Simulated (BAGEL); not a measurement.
**B3LYP/cc-pVDZ (density fitting with qzvpp-jkfit) run of SiH3SOF (SMILES O[SiH](F)S)**

Aim: the energy change on altering one bond length of SiH3SOF at B3LYP/cc-pVDZ (density fitting with qzvpp-jkfit), from 2 runs. 

The calculation is run with BAGEL 1.2.2.

1 further run of the same task is left out (set aside as unsound or not needed). Runs told in other sessions of the task aren't counted.

### 1 The structure to begin with

SiH3SOF: 7 atoms, total charge 0, spin state singlet. SMILES: `O[SiH](F)S`. Geometry: relaxed at PBE0-D4/def2-TZVP. This is one conformer, not always the lowest.

Bond lengths: O1–Si2 1.624 Å, Si2–F3 1.594 Å, Si2–S4 2.124 Å, O1–H5 0.959 Å, Si2–H6 1.470 Å, S4–H7 1.344 Å. Angles: O1–Si2–F3 112.2°, O1–Si2–S4 108.9°, F3–Si2–S4 107.3°, O1–Si2–H6 106.6°, F3–Si2–H6 107.1°, S4–Si2–H6 114.9°, Si2–O1–H5 118.6°, Si2–S4–H7 93.3°.

### 2 A single-point energy at B3LYP/cc-pVDZ (density fitting with qzvpp-jkfit)

Contents of job.json:

```json
{ "bagel" : [

{
  "title" : "molecule",
  "basis" : "cc-pvdz.json",
  "df_basis" : "qzvpp-jkfit",
  "angstrom" : true,
  "geometry" : [
    { "atom" : "O", "xyz" : [   -1.252700,    1.036700,   -0.295600 ] },
    { "atom" : "Si", "xyz" : [   -0.023300,    0.209800,    0.369300 ] },
    { "atom" : "F", "xyz" : [    1.374200,    0.953800,    0.184300 ] },
    { "atom" : "S", "xyz" : [    0.135000,   -1.677100,   -0.592300 ] },
    { "atom" : "H", "xyz" : [   -1.313700,    1.078400,   -1.251900 ] },
    { "atom" : "H", "xyz" : [   -0.291300,    0.148600,    1.813800 ] },
    { "atom" : "H", "xyz" : [    1.433000,   -1.818200,   -0.273300 ] }
  ]
},
{ "title" : "ks", "xc_func" : "b3lyp" },
{ "title" : "print", "file" : "orbitals.molden", "orbitals" : true }

]}
```

The basis set cc-pVDZ is read from a file made from the Basis Set Exchange's data (not shown).

Launch:

```bash
$ BAGEL_NUM_THREADS=1 BAGEL job.json > job.out
```

The program printed:

```text
* using 1 threads per process

  ===============================================================
  ===============================================================

  *** Geometry ***

  { "atom" : "O", "xyz" : [     -2.367260,      1.959079,     -0.558603 ] },
  { "atom" : "Si", "xyz" : [     -0.044031,      0.396465,      0.697876 ] },
  { "atom" : "F", "xyz" : [      2.596862,      1.802421,      0.348277 ] },
  { "atom" : "S", "xyz" : [      0.255113,     -3.169260,     -1.119285 ] },
  { "atom" : "H", "xyz" : [     -2.482533,      2.037881,     -2.365748 ] },
  { "atom" : "H", "xyz" : [     -0.550477,      0.280813,      3.427585 ] },
  { "atom" : "H", "xyz" : [      2.707978,     -3.435900,     -0.516462 ] },

  Number of auxiliary basis functions:      464

  Since a DF basis is specified, we compute 2- and 3-index integrals:
    o Being stored without compression. Storage requirement is 0.023 GB

  Number of basis functions:       79
  Number of electrons      :       50

    * METHOD: MOLECULE                             0.15

  *** Kohn-Sham DFT ***

    * Removing 12449 points whose weight is below 1.00e-10
    * Grid points: 91893

  === Nuclear Repulsion ===
   231.6128632001

       - DIIS with orbital gradients will be used.

  === KS iteration (b3lyp / cc-pvdz.json) ===
      0       -841.47676800          0.11884332           0.30
      1       -830.36827644          0.13359988           0.29
      2       -802.57986676          0.26534711           0.28
      3       -848.96907855          0.11210541           0.27
      4       -856.06291805          0.10363311           0.28
      5       -864.18235852          0.02804484           0.28
      6       -864.43743534          0.01978552           0.27
      7       -864.70007627          0.00554943           0.27
      8       -864.71684832          0.00182217           0.28
      9       -864.71896110          0.00066718           0.27
     10       -864.71927491          0.00010925           0.27
     11       -864.71927926          0.00005698           0.27
     12       -864.71928089          0.00002022           0.27
     13       -864.71928118          0.00000247           0.28
     14       -864.71928118          0.00000050           0.27
     15       -864.71928118          0.00000018           0.27
     16       -864.71928118          0.00000010           0.27
     17       -864.71928118          0.00000002           0.28
     18       -864.71928118          0.00000001           0.28
    * SCF iteration converged.

    * Permanent dipole moment:
           (    0.003223,     0.103201,     0.280830) a.u.

    * METHOD: KS                                   5.71

    * METHOD: PRINT                                0.01

  ===============================================================
```

It took 6 s on 1 thread of Intel Xeon 6975P-C (Granite Rapids), shared host; peak memory 0.37 GiB.

### 3 The distorted shape

Contents of dft.json:

```json
{ "bagel": [

{
  "title": "molecule",
  "basis": "cc-pvdz.json",
  "df_basis": "qzvpp-jkfit",
  "angstrom": "true",
  "geometry": [
    { "atom": "O", "xyz": [      -1.243551,       1.030446,      -0.152178 ] },
    { "atom": "Si", "xyz": [      -0.014151,       0.203546,       0.512722 ] },
    { "atom": "F", "xyz": [       1.383349,       0.947546,       0.327722 ] },
    { "atom": "S", "xyz": [       0.144149,      -1.683354,      -0.448878 ] },
    { "atom": "H", "xyz": [      -1.313700,       1.078400,      -1.251900 ] },
    { "atom": "H", "xyz": [      -0.282151,       0.142346,       1.957222 ] },
    { "atom": "H", "xyz": [       1.442149,      -1.824454,      -0.129878 ] }
  ]
},

{ "title": "ks", "xc_func": "b3lyp" },

{ "title": "print", "file": "orbitals.molden", "orbitals": "true" }

]}
```

The basis set cc-pVDZ is read from a file made from the Basis Set Exchange's data (not shown).

Launch:

```bash
$ BAGEL_NUM_THREADS=1 BAGEL dft.json > dft.out
```

The program printed:

```text
* using 1 threads per process

  ===============================================================
  ===============================================================

  *** Geometry ***

  { "atom" : "O", "xyz" : [     -2.349971,      1.947261,     -0.287575 ] },
  { "atom" : "Si", "xyz" : [     -0.026742,      0.384646,      0.968904 ] },
  { "atom" : "F", "xyz" : [      2.614151,      1.790602,      0.619305 ] },
  { "atom" : "S", "xyz" : [      0.272402,     -3.181078,     -0.848256 ] },
  { "atom" : "H", "xyz" : [     -2.482533,      2.037881,     -2.365748 ] },
  { "atom" : "H", "xyz" : [     -0.533188,      0.268995,      3.698614 ] },
  { "atom" : "H", "xyz" : [      2.725267,     -3.447718,     -0.245434 ] },

  Number of auxiliary basis functions:      464

  Since a DF basis is specified, we compute 2- and 3-index integrals:
    o Being stored without compression. Storage requirement is 0.023 GB

  Number of basis functions:       79
  Number of electrons      :       50

    * METHOD: MOLECULE                             0.15

  *** Kohn-Sham DFT ***

    * Removing 12301 points whose weight is below 1.00e-10
    * Grid points: 92041

  === Nuclear Repulsion ===
   230.7979424418

       - DIIS with orbital gradients will be used.

  === KS iteration (b3lyp / cc-pvdz.json) ===
      0       -841.56415203          0.11766728           0.28
      1       -830.23465024          0.13154721           0.26
      2       -802.46602653          0.26213875           0.26
      3       -848.68290293          0.11136499           0.25
      4       -855.58025355          0.10926633           0.26
      5       -864.13925770          0.02796695           0.26
      6       -864.37906945          0.02148892           0.26
      7       -864.68337517          0.00602858           0.26
      8       -864.70381041          0.00184930           0.26
      9       -864.70601167          0.00067731           0.26
     10       -864.70633094          0.00011240           0.27
     11       -864.70633682          0.00004254           0.26
     12       -864.70633786          0.00001245           0.26
     13       -864.70633796          0.00000348           0.27
     14       -864.70633797          0.00000158           0.26
     15       -864.70633797          0.00000033           0.26
     16       -864.70633797          0.00000017           0.26
     17       -864.70633797          0.00000003           0.26
     18       -864.70633797          0.00000002           0.26
     19       -864.70633797          0.00000001           0.30
    * SCF iteration converged.

    * Permanent dipole moment:
           (    0.020688,     0.085662,     0.345456) a.u.

    * METHOD: KS                                   5.70

    * METHOD: PRINT                                0.01

  ===============================================================
```

It took 6 s on 1 thread of Intel Xeon 6975P-C (Granite Rapids), shared host; peak memory 0.38 GiB.

### 4 Outcome

At B3LYP/cc-pVDZ (density fitting with qzvpp-jkfit):

| quantity | value |
| --- | --- |
| first shape: total energy | -864.71928 Eh |
| first shape: dipole moment | 0.76 D |
| first shape: HOMO energy | -7.48 eV |
| first shape: LUMO energy | 0.26 eV |
| first shape: HOMO–LUMO gap | 7.73 eV |
| distorted shape: total energy | -864.70634 Eh |
| distorted shape: dipole moment | 0.91 D |
| distorted shape: HOMO energy | -7.45 eV |
| distorted shape: LUMO energy | -0.15 eV |
| distorted shape: HOMO–LUMO gap | 7.30 eV |
| energy change with the O1–H5 bond stretched from 0.959 to 1.103 Å | 0.352 eV |

With the O1–H5 bond stretched from 0.959 to 1.103 Å the energy rises by 0.35 eV (8.1 kcal/mol). The first shape isn't relaxed at this level, so the change isn't measured from a minimum.
